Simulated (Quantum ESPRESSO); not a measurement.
## TaTe: equation of state with PBE

Crystal: TaTe.

```
Ta Te
1.0
     3.42009    0.00000    0.00000
     0.00000    3.42009    0.00000
     0.00000    0.00000    3.42009
Ta Te
1 1
Direct
  0.50000 0.50000 0.50000
  0.00000 0.00000 0.00000
```

The cell was built by a generator and needn't be a form met in nature.

```
Program             : Quantum ESPRESSO 7.5
Task                : equation of state
Functional          : PBE
Potentials or basis : SSSP 1.3 efficiency PBE
Cutoff              : 748 eV
Density cutoff      : 5987 eV
k mesh              : 8 × 8 × 8
Occupations         : fermi-dirac, width 0.05 eV
Spin                : no spin polarisation
Mixing beta         : 0.5
Most SCF iterations : 120
SCF threshold       : 4e-10 Ry
```

```json
{
 "Equilibrium volume": "20.17 Å³/atom",
 "Bulk modulus": "146 GPa",
 "Pressure derivative of the bulk modulus": "4.6"
}
```

Energy against volume, from the lowest point:
| volume (Å³/atom) | energy (meV/atom) |
| --- | --- |
| 18.802 | 47.42 |
| 19.202 | 22.45 |
| 19.602 | 6.97 |
| 20.002 | 0.00 |
| 20.402 | 0.62 |
| 20.803 | 8.03 |
| 21.203 | 21.51 |

All runs of the series together: 2.7 min on 1 thread of Arm Neoverse V1 (shared host).

The run has no spin-orbit coupling, so splittings on Ta, Te are missing.
